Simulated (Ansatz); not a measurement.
# C₂H₉InO: one species, many methods

How much do the methods differ for C₂H₉InO? The plan is to run it at one geometry with functionals of several rungs and with coupled cluster. The yardstick is the atomisation energy at the CCSD(T) limit.

Program: Ansatz 0.2.0, Gaussian basis. Level of theory: functionals in def2-TZVPP, the program's frozen cores in correlated methods. These are calculated values, not measurements.

Plan: LDA (SPW92), PBE-D4, revPBE-D4, BLYP-D4, r2SCAN-D4, B97M-V, PBE0-D4, B3LYP-D4, r2SCANh-D4, r2SCAN0-D4, HSE06-D4, BHLYP-D4, CAM-B3LYP-D4, LC-ωPBE, ωB97X-V, ωB97M-V, B2PLYP, PBE-QIDH; CCSD(T)/def2-SVP; CCSD(T)/def2-TZVPP; MP2/def2-QZVPP; extrapolation to the limit; RPA on PBE.

**1. The geometry**

An earlier PBE0-D4 in a triple-zeta def2 set relaxation fixed the geometry. In takes the def2 core potential; no spin-orbit term is included.

SMILES `C[O+](C)[InH3-]`, 13 atoms, charge 0, spin multiplicity 1.

Atoms are counted from 1 here; the program's logs count them from 0.

Bond lengths: C1–O2 1.416 Å, C1–H5 1.089 Å, C1–H6 1.095 Å, C1–H7 1.096 Å, O2–C3 1.416 Å, O2–In4 2.389 Å, C3–H8 1.095 Å, C3–H9 1.096 Å, C3–H10 1.089 Å, In4–H11 1.731 Å, In4–H12 1.731 Å, In4–H13 1.737 Å. Angles: O2–C1–H5 107.3°, O2–C1–H6 110.0°, O2–C1–H7 110.8°, H5–C1–H6 109.6°, H5–C1–H7 109.6°, H6–C1–H7 109.5°, C1–O2–C3 112.7°, C1–O2–In4 115.6°, C3–O2–In4 115.7°, O2–C3–H8 110.0°, O2–C3–H9 110.8°, O2–C3–H10 107.3°, H8–C3–H9 109.5°, H8–C3–H10 109.6°, H9–C3–H10 109.6°, O2–In4–H11 94.8°, O2–In4–H12 94.8°, O2–In4–H13 93.9° and more.

**2. LDA**

This LDA is Slater exchange with PW92 correlation.

Contents of in.yaml:

```yaml
crystal:
  periodic: [false, false, false]
  atoms:
    - {symbol: C, position_ang: [-0.440499, 1.268820, -0.678071]}
    - {symbol: O, position_ang: [-0.312082, 0.233069, 0.278212]}
    - {symbol: C, position_ang: [0.683062, 0.505124, 1.247451]}
    - {symbol: In, position_ang: [-0.325946, -1.990224, -0.597050]}
    - {symbol: H, position_ang: [-1.237225, 0.981617, -1.362615]}
    - {symbol: H, position_ang: [-0.704502, 2.207229, -0.180197]}
    - {symbol: H, position_ang: [0.493085, 1.400920, -1.236107]}
    - {symbol: H, position_ang: [0.440939, 1.428320, 1.783438]}
    - {symbol: H, position_ang: [1.667760, 0.602932, 0.777069]}
    - {symbol: H, position_ang: [0.693489, -0.330730, 1.945348]}
    - {symbol: H, position_ang: [-1.790531, -1.783876, -1.496492]}
    - {symbol: H, position_ang: [-0.338884, -2.757180, 0.954830]}
    - {symbol: H, position_ang: [1.191835, -1.800821, -1.420815]}
basis:
  gaussian: {orbitals: def2-TZVPP}
hamiltonian: {xc: lda}
output: {orbitals: {seedname: orbitals}}
```

After this run come: PBE-D4 (GGA); revPBE-D4 (GGA); BLYP-D4 (GGA); r2SCAN-D4 (meta-GGA); B97M-V (meta-GGA); PBE0-D4 (hybrid); B3LYP-D4 (hybrid); r2SCANh-D4 (hybrid); r2SCAN0-D4 (hybrid); HSE06-D4 (hybrid); BHLYP-D4 (hybrid); CAM-B3LYP-D4 (range-separated); LC-ωPBE-D4 (range-separated); ωB97X-V (range-separated); ωB97M-V (range-separated); B2PLYP (double hybrid); PBE-QIDH (double hybrid); CCSD(T) in def2-SVP; CCSD(T) in def2-TZVPP; MP2 in def2-QZVPP; RPA on PBE orbitals.

Before running them: what should the planned runs give, taken together? Wanted: atomisation energy, CCSD(T)/CBS; farthest beyond LDA; mean size of error, GGA; mean size of error, meta-GGA; mean size of error, hybrid; mean size of error, range-separated; mean size of error, double hybrid; gap, smallest and largest; T1 diagnostic.

**Answer**, as computed:

| quantity | value |
| --- | --- |
| atomisation energy, CCSD(T)/CBS | 43.021 eV |
| functionals within 0.430 eV (1.0 %) | PBE-D4, r2SCAN-D4, B97M-V, PBE0-D4, B3LYP-D4, r2SCANh-D4, HSE06-D4, CAM-B3LYP-D4, LC-ωPBE, ωB97X-V, ωB97M-V |
| farthest beyond LDA | BHLYP-D4 (-1.172 eV) |
| mean size of error, GGA | 0.484 eV |
| mean size of error, meta-GGA | 0.131 eV |
| mean size of error, hybrid | 0.547 eV |
| mean size of error, range-separated | 0.127 eV |
| mean size of error, double hybrid | 0.701 eV |
| gap, smallest and largest | 4.88 eV (LDA (SPW92)), 11.55 eV (LC-ωPBE) |
| T1 diagnostic | 0.0124 |
| triples share of the correlation energy | 3.1 % |

What this shows: The LDA atomisation energy is off by 5.699 eV (13 %): it overbinds. PBE-D4 is off by +0.070 eV. Double hybrids carry the basis error of their MP2 part in triple zeta, and no dispersion term here, so their miss is partly the set-up's. The rungs range-separated, meta-GGA miss on average by less than the doubt on the reference (0.430 eV), so they tie. The reference freezes the cores and leaves out spin-orbit coupling and excitations past (T), and its outer-core shells are covered unevenly, so misses under about 0.430 eV can't be ranked. All levels share the lack of spin-orbit coupling, which lowers the free heavy atoms and so the true binding. Hartree-Fock recovers 73 % of the binding; the rest is correlation. CCSD(T) in def2-SVP is off by -2.036 eV, which most functionals beat. Orbital gaps span 4.9 to 11.6 eV; exact exchange widens them. Correlated methods include outer-core shells of In, which these sets cover unevenly.
